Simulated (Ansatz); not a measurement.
Consider an atomisation energy of C₂H₆GeTe, SMILES [CH2]1C[Te][GeH2]1 (Ansatz 0.2.0, Python API).

The script, `tae_c2h6gete.py`:
```python
"""Energy to split C2H6GeTe into its atoms."""

from collections import Counter

import ansatz as az

BASIS_SET = "def2-SVPD"
XC = "r2scan"


def energy_of(molecule, charge=0, unpaired=0):
    calc = (
        molecule.calculation()
        .basis(gaussian=BASIS_SET)
        .functional(XC)
    )
    if charge:
        calc = calc.charge(charge)
    if unpaired:
        calc = calc.spin("collinear", total=unpaired)
    report = calc.run(threads=1).report
    if report["published_state_doubts"]:
        print("  doubts:", report["published_state_doubts"])
    return report["free_energy_ev"]

molecule = (
    az.Crystal.molecule()
    .atom("C", (-0.3557, -0.2347, 0.6608))
    .atom("C", (-0.2527, -1.2048, -0.5005))
    .atom("Te", (0.8814, -0.1422, -1.9988))
    .atom("Ge", (0.6257, 1.3797, -0.0072))
    .atom("H", (-1.4701, 0.0529, 0.8043))
    .atom("H", (0.0668, -0.5499, 1.5801))
    .atom("H", (0.324, -2.1052, -0.1568))
    .atom("H", (-1.1998, -1.4659, -0.9251))
    .atom("H", (1.8556, 1.6606, 0.8365))
    .atom("H", (-0.3922, 2.5582, -0.2904))
)

# unpaired electrons of the ground-state atoms
unpaired = {"C": 2, "Te": 2, "Ge": 2, "H": 1}
counts = Counter(site.symbol for site in molecule.cartesian_sites)
atom_energy = {s: energy_of(az.Crystal.molecule().atom(s, (0, 0, 0)), 0, unpaired[s]) for s in counts}
whole = energy_of(molecule, 0, 0)
for s, e in atom_energy.items():
    print(f"{s:2s} x{counts[s]}  {e:14.5f} eV")
print(f"C2H6GeTe: {whole:.5f} eV")
split = sum(counts[s] * e for s, e in atom_energy.items()) - whole
print(f"atomisation energy (no zero-point term): {split:.3f} eV, {split / sum(counts.values()):.3f} eV an atom")
```

What does it cost to take this molecule apart into atoms?

34.363 eV from the electronic energies, without the zero-point term.

What the script printed:

```console
$ python tae_c2h6gete.py
C  x2     -1028.27148 eV
Te x1     -7294.83498 eV
Ge x1    -56508.48411 eV
H  x6       -13.58417 eV
C2H6GeTe: -65975.72957 eV
atomisation energy (no zero-point term): 34.363 eV, 3.436 eV an atom
```

Caveats:
- Total energies depend on the basis set; only differences at equal settings carry meaning.
- The geometry is a force-field or estimated start, not a minimum of this method, and the basis set is short of its limit. All parts are taken at fixed geometry, without zero-point energy.
- def2 sets replace the cores of elements past krypton by effective core potentials.
- The spin-orbit lowering of heavy atoms is left out.
- The whole script took 18 s on 1 thread of Arm Neoverse V2, on a shared host, peak memory 0.31 GiB.
